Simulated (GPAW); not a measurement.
# HfGe (Pm-3m) in GPAW: convergence with density grid spacing (A)

Aim: find how far density grid spacing (A) must go before the results for HfGe settle, at RPBE. This setting moves, with any that are tied to it; all else stays.

Everything below comes from runs of GPAW 26.7.0. Logs are shortened: lines on timing, memory, paths and dates and some standing lists are left out, and cuts for length are marked. The log counts tension as positive stress, the text compression.

### Step 1. The crystal as given

Symmetry: Pm-3m, No. 221, cubic system. The conventional cell has a = 3.501 Å, b = 3.501 Å, c = 3.501 Å, α = 90.00°, β = 90.00°, γ = 90.00°. Hf (site symmetry m-3m) has 8 Ge at 3.03 Å as nearest neighbours. Around Ge (site symmetry m-3m) lie 8 Hf at 3.03 Å.

The cell was built by a generator and needn't be a form met in nature.

### Step 2. With density grid spacing (A) 0.24

run.py reads:

```python
from ase import Atoms
from ase.dft.bandgap import bandgap
from ase.io import write
from ase.units import GPa
from gpaw import GPAW, PW

atoms = Atoms(['Hf', 'Ge'],
              cell=[[3.50083787, 0.0, 0.0],
                    [0.0, 3.50083787, 0.0],
                    [0.0, 0.0, 3.50083787]],
              scaled_positions=[[0.0, 0.0, 0.0],
                                [0.5, 0.5, 0.5]],
              pbc=True)

calc = GPAW(mode=PW(600),
            h=0.24,
            xc='RPBE',
            kpts={'size': (8, 8, 8), 'gamma': True},
            occupations={'name': 'fermi-dirac', 'width': 0.05},
            nbands=18,
            convergence={'density': 1e-05, 'energy': 1e-05},
            maxiter=100,
            txt='gpaw.txt')
atoms.calc = calc
energy = atoms.get_potential_energy()
forces = atoms.get_forces()
stress = atoms.get_stress()
calc.write('gs.gpw')
write('result.traj', atoms)
print(f'Energy: {energy:.6f} eV')
print('Forces (eV/A):')
print(forces.round(4))
print('Stress (GPa):', (stress / GPa).round(3))
print('Fermi level:', round(calc.get_fermi_level(), 4), 'eV')
print(f'Gap: {bandgap(calc)[0]:.4f} eV, direct: {bandgap(calc, direct=True)[0]:.4f} eV')
```

Potentials or basis: the program's PAW data sets (release 1.2.1) made for this functional, pw.

Command:

```console
> OMP_NUM_THREADS=1 python run.py
```

Run time: 6.5 s. Hardware: 1 thread of Intel Xeon 6975P-C (Granite Rapids), shared host; peak memory 0.15 GiB.

What came out:

```yaml
Free_energy: -11.6331 eV
Pressure: -9.2 GPa
Band_gap_on_the_k_mesh: none (metal or under the smearing width)
```

### Step 3. With density grid spacing (A) 0.2

Changes to run.py since step 2:

```diff
@@ -15,3 +15,3 @@
 calc = GPAW(mode=PW(600),
-            h=0.24,
+            h=0.2,
             xc='RPBE',
```

Potentials or basis: the program's PAW data sets (release 1.2.1) made for this functional, pw.

Command:

```console
> OMP_NUM_THREADS=1 python run.py
```

Wall time 8.7 s (1 thread of Intel Xeon 6975P-C (Granite Rapids), shared host); peak memory 0.15 GiB.

Results:

```
Free energy            : -11.6341 eV
Pressure               : -9.2 GPa
Band gap on the k mesh : none (metal or under the smearing width)
```

### Step 4. With density grid spacing (A) 0.17

Changes to run.py since step 3:

```diff
@@ -15,3 +15,3 @@
 calc = GPAW(mode=PW(600),
-            h=0.2,
+            h=0.17,
             xc='RPBE',
```

Command:

```console
> OMP_NUM_THREADS=1 python run.py
```

Wall time 10 s (1 thread of Intel Xeon 6975P-C (Granite Rapids), shared host); peak memory 0.15 GiB.

What came out:

```
Free energy            : -11.6341 eV
Pressure               : -9.2 GPa
Band gap on the k mesh : none (metal or under the smearing width)
```

### Step 5. With density grid spacing (A) 0.15

Changes to run.py since step 4:

```diff
@@ -15,3 +15,3 @@
 calc = GPAW(mode=PW(600),
-            h=0.17,
+            h=0.15,
             xc='RPBE',
```

Command:

```console
> OMP_NUM_THREADS=1 python run.py
```

It took 11 s on 1 thread of Intel Xeon 6975P-C (Granite Rapids), shared host; peak memory 0.17 GiB.

Results (log left out):

```yaml
Free_energy: -11.6341 eV
Pressure: -9.2 GPa
Band_gap_on_the_k_mesh: none (metal or under the smearing width)
```

### Step 6. With density grid spacing (A) 0.13

Changes to run.py since step 5:

```diff
@@ -15,3 +15,3 @@
 calc = GPAW(mode=PW(600),
-            h=0.15,
+            h=0.13,
             xc='RPBE',
```

Potentials or basis: the program's PAW data sets (release 1.2.1) made for this functional, pw.

Command:

```console
> OMP_NUM_THREADS=1 python run.py
```

It took 16 s on 1 thread of Intel Xeon 6975P-C (Granite Rapids), shared host; peak memory 0.17 GiB.

Results (log left out):

```yaml
Free_energy: -11.6341 eV
Pressure: -9.2 GPa
Band_gap_on_the_k_mesh: none (metal or under the smearing width)
```

### Step 7. With density grid spacing (A) 0.11

Changes to run.py since step 6:

```diff
@@ -15,3 +15,3 @@
 calc = GPAW(mode=PW(600),
-            h=0.13,
+            h=0.11,
             xc='RPBE',
```

Command:

```console
> OMP_NUM_THREADS=1 python run.py
```

Wall time 15 s (1 thread of Intel Xeon 6975P-C (Granite Rapids), shared host); peak memory 0.2 GiB.

The run converged. Its results:

| Quantity | Value |
| --- | --- |
| Free energy | -11.6341 eV |
| Pressure | -9.2 GPa |
| Band gap on the k mesh | none (metal or under the smearing width) |

### Step 8. With density grid spacing (A) 0.09

Changes to run.py since step 7:

```diff
@@ -15,3 +15,3 @@
 calc = GPAW(mode=PW(600),
-            h=0.11,
+            h=0.09,
             xc='RPBE',
```

Potentials or basis: the program's PAW data sets (release 1.2.1) made for this functional, pw.

Command:

```console
> OMP_NUM_THREADS=1 python run.py
```

gpaw.txt:

```text
__  _  _
 | _ |_)|_||  |
 |__||  | ||/\| - 26.7.0

Input parameters:
  mode=PW(ecut=600.0),
  convergence={'density': 1e-05, 'energy': 1e-05},
  h=0.09,
  kpts=MonkhorstPack(size=(8, 8, 8), gamma=True),
  maxiter=100,
  nbands=18,
  occupations=Occupations(name='fermi-dirac', width=0.05),
  xc=XC(name='RPBE')

Diagonalizing LCAO Hamiltonian
Converting LCAO to pw mode
   .--------.
  /|        |
 * |        |
 | |  Ge    |
 | .--------.
 |/        /
 Hf-------*

Atoms  # Å, Bohr magnetons
|   | symbol |        x |        y |        z |    initial magnetic moments |
|---|--------|----------|----------|----------|-----------------------------|
| 0 |     Hf | 0.000000 | 0.000000 | 0.000000 | ( 0.0000,  0.0000,  0.0000) |
| 1 |     Ge | 1.750419 | 1.750419 | 1.750419 | ( 0.0000,  0.0000,  0.0000) |

Unit cell  # Å
| periodic |        x |        y |        z |  lengths |    angles |
|----------|----------|----------|----------|----------|-----------|
|      yes | 3.500838 | 0.000000 | 0.000000 | 3.500838 | 90.000000 |
|      yes | 0.000000 | 3.500838 | 0.000000 | 3.500838 | 90.000000 |
|      yes | 0.000000 | 0.000000 | 3.500838 | 3.500838 | 90.000000 |

Number of symmetries: 48
Symmetry operations  # r_c * U_cc + t_c -> r_c
|    | kind |            matrix            |
|----|------|------------------------------|
|  0 |  E   |  1, 0, 0,  0, 1, 0,  0, 0, 1 |
|  1 |  σ   |  1, 0, 0,  0, 1, 0,  0, 0,-1 |
|  2 |  σ   |  1, 0, 0,  0, 0, 1,  0, 1, 0 |
|  3 |  C4  |  1, 0, 0,  0, 0, 1,  0,-1, 0 |
|  4 |  C4  |  1, 0, 0,  0, 0,-1,  0, 1, 0 |
|  5 |  σ   |  1, 0, 0,  0, 0,-1,  0,-1, 0 |
|  6 |  σ   |  1, 0, 0,  0,-1, 0,  0, 0, 1 |
|  7 |  C2  |  1, 0, 0,  0,-1, 0,  0, 0,-1 |
|  8 |  σ   |  0, 1, 0,  1, 0, 0,  0, 0, 1 |
|  9 |  C2  |  0, 1, 0,  1, 0, 0,  0, 0,-1 |
| 10 |  C3  |  0, 1, 0,  0, 0, 1,  1, 0, 0 |
| 11 |  S6  |  0, 1, 0,  0, 0, 1, -1, 0, 0 |
| 12 |  S6  |  0, 1, 0,  0, 0,-1,  1, 0, 0 |
| 13 |  C3  |  0, 1, 0,  0, 0,-1, -1, 0, 0 |
| 14 |  C4  |  0, 1, 0, -1, 0, 0,  0, 0, 1 |
| 15 |  S4  |  0, 1, 0, -1, 0, 0,  0, 0,-1 |
| 16 |  C3  |  0, 0, 1,  1, 0, 0,  0, 1, 0 |
| 17 |  S6  |  0, 0, 1,  1, 0, 0,  0,-1, 0 |
| 18 |  σ   |  0, 0, 1,  0, 1, 0,  1, 0, 0 |
| 19 |  C4  |  0, 0, 1,  0, 1, 0, -1, 0, 0 |
| 20 |  C2  |  0, 0, 1,  0,-1, 0,  1, 0, 0 |
| 21 |  S4  |  0, 0, 1,  0,-1, 0, -1, 0, 0 |
| 22 |  S6  |  0, 0, 1, -1, 0, 0,  0, 1, 0 |
| 23 |  C3  |  0, 0, 1, -1, 0, 0,  0,-1, 0 |
| 24 |  S6  |  0, 0,-1,  1, 0, 0,  0, 1, 0 |
| 25 |  C3  |  0, 0,-1,  1, 0, 0,  0,-1, 0 |
| 26 |  C4  |  0, 0,-1,  0, 1, 0,  1, 0, 0 |
| 27 |  σ   |  0, 0,-1,  0, 1, 0, -1, 0, 0 |
| 28 |  S4  |  0, 0,-1,  0,-1, 0,  1, 0, 0 |
| 29 |  C2  |  0, 0,-1,  0,-1, 0, -1, 0, 0 |
| 30 |  C3  |  0, 0,-1, -1, 0, 0,  0, 1, 0 |
| 31 |  S6  |  0, 0,-1, -1, 0, 0,  0,-1, 0 |
| 32 |  C4  |  0,-1, 0,  1, 0, 0,  0, 0, 1 |
| 33 |  S4  |  0,-1, 0,  1, 0, 0,  0, 0,-1 |
| 34 |  S6  |  0,-1, 0,  0, 0, 1,  1, 0, 0 |
| 35 |  C3  |  0,-1, 0,  0, 0, 1, -1, 0, 0 |
| 36 |  C3  |  0,-1, 0,  0, 0,-1,  1, 0, 0 |
| 37 |  S6  |  0,-1, 0,  0, 0,-1, -1, 0, 0 |
| 38 |  σ   |  0,-1, 0, -1, 0, 0,  0, 0, 1 |
| 39 |  C2  |  0,-1, 0, -1, 0, 0,  0, 0,-1 |
| 40 |  σ   | -1, 0, 0,  0, 1, 0,  0, 0, 1 |
| 41 |  C2  | -1, 0, 0,  0, 1, 0,  0, 0,-1 |
| 42 |  C2  | -1, 0, 0,  0, 0, 1,  0, 1, 0 |
| 43 |  S4  | -1, 0, 0,  0, 0, 1,  0,-1, 0 |
| 44 |  S4  | -1, 0, 0,  0, 0,-1,  0, 1, 0 |
| 45 |  C2  | -1, 0, 0,  0, 0,-1,  0,-1, 0 |
| 46 |  C2  | -1, 0, 0,  0,-1, 0,  0, 0, 1 |
| 47 |  i   | -1, 0, 0,  0,-1, 0,  0, 0,-1 |

BZ-sampling:
  Number of BZ points: 512
  Number of IBZ points: 35

  Monkhorst-Pack size: [8, 8, 8]
  Monkhorst-Pack shift: [0.0625, 0.0625, 0.0625]

K-points  # in reciprocal-cell coordinates
|     |                                coordinates |     weight |
|-----|--------------------------------------------|------------|
|   0 | (  0.00000000,   0.00000000,   0.00000000) | 0.00195312 |
|   1 | (  0.12500000,   0.00000000,   0.00000000) | 0.01171875 |
|   2 | (  0.12500000,   0.12500000,   0.00000000) | 0.02343750 |
|   3 | (  0.12500000,   0.12500000,   0.12500000) | 0.01562500 |
|   4 | (  0.25000000,   0.00000000,   0.00000000) | 0.01171875 |
|   5 | (  0.25000000,   0.12500000,   0.00000000) | 0.04687500 |
|   6 | (  0.25000000,   0.12500000,   0.12500000) | 0.04687500 |
|   7 | (  0.25000000,   0.25000000,   0.00000000) | 0.02343750 |
|   8 | (  0.25000000,   0.25000000,   0.12500000) | 0.04687500 |
|   9 | (  0.25000000,   0.25000000,   0.25000000) | 0.01562500 |
| ... |                                            |            |
|  34 | (  0.50000000,   0.50000000,   0.50000000) | 0.00195312 |

Plane wave coefficients: 1472
Cutoff: 600.0 eV

Spin-components: 1 (collinear spins)
Bands:           18
Projectors:      11
Spin-degeneracy: 2
Datatype:        complex128

Parallelization:
  kpt:    1
  domain: 1
  band:   1

Density:
  Valence electrons: 16.0
  Components: 1
  Grid points: [40 40 40]
  Charge: 0.0  # |e|

Potential:
  Grid points: [40 40 40]

species:
  Hf:
    name:    Hafnium
    Z:       72.0
    valence: 12
    core:    60
    charge:  0.0  # [|e|]
    compensation charges:
      type: gauss
      rc: 0.41  # [Å]
      lmax: 2
    cutoffs:
      filter: 2.36  # [Å]
      core: 4.02  # [Å]
    projectors
    | kind |    occ | energy [eV] | rcut [Å] |
    |------|--------|-------------|----------|
    |   5s |  2.000 |     -66.835 |    1.397 |
    |   6s |  2.000 |      -5.043 |    1.397 |
    |   5p |  6.000 |     -35.601 |    1.307 |
    |   6p |  0.000 |      -1.407 |    1.307 |
    |   5d |  2.000 |      -2.651 |    1.334 |
    |    d |        |      24.560 |    1.334 |

    Using partial waves for Hf as LCAO basis

  Ge:
    name:    Germanium
    Z:       32.0
    valence: 4
    core:    28
    charge:  0.0  # [|e|]
    compensation charges:
      type: gauss
      rc: 0.32  # [Å]
      lmax: 2
    cutoffs:
      filter: 1.77  # [Å]
      core: 3.42  # [Å]
    projectors
    | kind |    occ | energy [eV] | rcut [Å] |
    |------|--------|-------------|----------|
    |   4s |  2.000 |     -11.662 |    1.005 |
    |   4p |  2.000 |      -3.859 |    1.005 |
    |    s |        |      15.549 |    1.005 |
    |    p |        |      23.352 |    1.005 |
    |    d |        |       0.000 |    1.005 |

    Using partial waves for Ge as LCAO basis

Reference energy: -467002.632639  # eV

eigensolver:
  PPCG
  Converge bands: occupied
  niter=2

density mixing:
  MSR1-Mixer
  Pratt-step length: 0.05
  Maximum mixing coefficient: 0.75
  Old densities: 10
  SVD Regularization: 0.005
  Good broyden scale: 1.0
  Trust region scale: 1.0
  Backstep threshold: 4.0
  History deletion threshold: 6.0
  Fourier metric: weight=20.0, sigma=0.015

occupation numbers:
  Fermi-Dirac:
    width: 0.0500  # eV

poisson solver:
  ecut: 4800.0  # eV

xc functional:
  name: RPBE with 2 nearest neighbor stencil

convergence criteria:
- Maximum integral of absolute [dens]ity change: 1e-05 electrons / valence electron
- Maximum [total energy] change in last 3 cyles: 1e-05 eV / valence electron
- Maximum integral of absolute [eigenst]ate change: 4e-08 eV^2 / valence electron
maximum number of iterations: 100

SCF iterations
|iter     | |      energy | eigst |  dens |
|---------|-|-------------|-------|-------|
|iter:   1| |  -11.858710 | -0.40 |       |
|iter:   2| |  -11.798142 | -2.75 | -1.15 |
|iter:   3| |  -11.614882 | -1.80 | -1.20 |
|iter:   4| |  -11.618633 | -3.01 | -1.73 |
|iter:   5| |  -11.620276 | -3.49 | -2.10 |
|iter:   6| |  -11.620388 | -4.89 | -2.86 |
|iter:   7| |  -11.620374c| -6.51 | -3.64 |
|iter:   8| |  -11.620377c| -7.50c| -4.21 |
|iter:   9| |  -11.620376c| -8.52c| -5.05c|

Converged in 9 steps
Energy contributions relative to reference atoms: (reference = -467002.632639)

Energy contributions:
  Kinetic:           1.057159
  Coulomb:          -1.815714
  Zero:             -0.494973
  External:          0.000000
  Xc:              -10.353109
  Entropy:          -0.027476
  Spinorbit:         0.000000
  ----------------------------
  Free energy:     -11.634114
  Extrapolated:    -11.620376

dipole moment: (-12.690005, -12.690005, -12.690005)  # |e|*Ang

Fermi level: 8.670
Eigenvalues  # (at kpt = [0.000, 0.000, 0.000])
| band index |      eig [eV] | occ [0-2] |
|------------|---------------|-----------|
|          0 |       -53.851 |     2.000 |
|          1 |       -22.553 |     2.000 |
|          2 |       -22.553 |     2.000 |
|          3 |       -22.553 |     2.000 |
|          4 |        -2.012 |     2.000 |
|          5 |         7.465 |     2.000 |
|          6 |         7.465 |     2.000 |
|          7 |        10.293 |     0.000 |
|          8 |        10.293 |     0.000 |
|          9 |        10.293 |     0.000 |
|         10 |        11.748 |     0.000 |
|         11 |        11.748 |     0.000 |
|         12 |        11.748 |     0.000 |
|         13 |        12.426 |     0.000 |
|         14 |        19.101 |     0.000 |
|        ... |               |           |
|         17 |        23.707 |     0.000 |

No gap
No difference between direct/indirect transitions

Forces  # eV/Ang
|        x |        y |        z |
|----------|----------|----------|
| -0.00000 |  0.00000 | -0.00000 |  # Hf   0
| -0.00000 | -0.00000 | -0.00000 |  # Ge   1

Stress tensor  # eV/Ang^3
|        x |        y |        z |
|----------|----------|----------|
| 0.057357 | 0.000000 | 0.000000 |
| 0.000000 | 0.057357 | 0.000000 |
| 0.000000 | 0.000000 | 0.057357 |

# Writing to gs.gpw (mode='')
```

Run time: 32 s. Hardware: 1 thread of Intel Xeon 6975P-C (Granite Rapids), shared host; peak memory 0.26 GiB.

What came out:

| Quantity | Value |
| --- | --- |
| Free energy | -11.6341 eV |
| Pressure | -9.2 GPa |
| Band gap on the k mesh | none (metal or under the smearing width) |

### Step 9. The series at a glance

```csv
density grid spacing (A),"energy less the tightest run, at zero smearing (meV/atom)",SCF cycles,CPU time (s),peak memory (GiB)
0.24,0.48,9,6.5,0.15
0.2,0.03,9,8.6,0.15
0.17,0.00,9,10,0.15
0.15,0.00,9,11,0.17
0.13,0.00,9,16,0.17
0.11,0.00,9,15,0.2
0.09,0.00,9,32,0.26
```

Against the tightest run, the energy stays within 1 meV/atom from 0.24 on. The tightest run that finished is the yardstick and may itself not be fully converged.
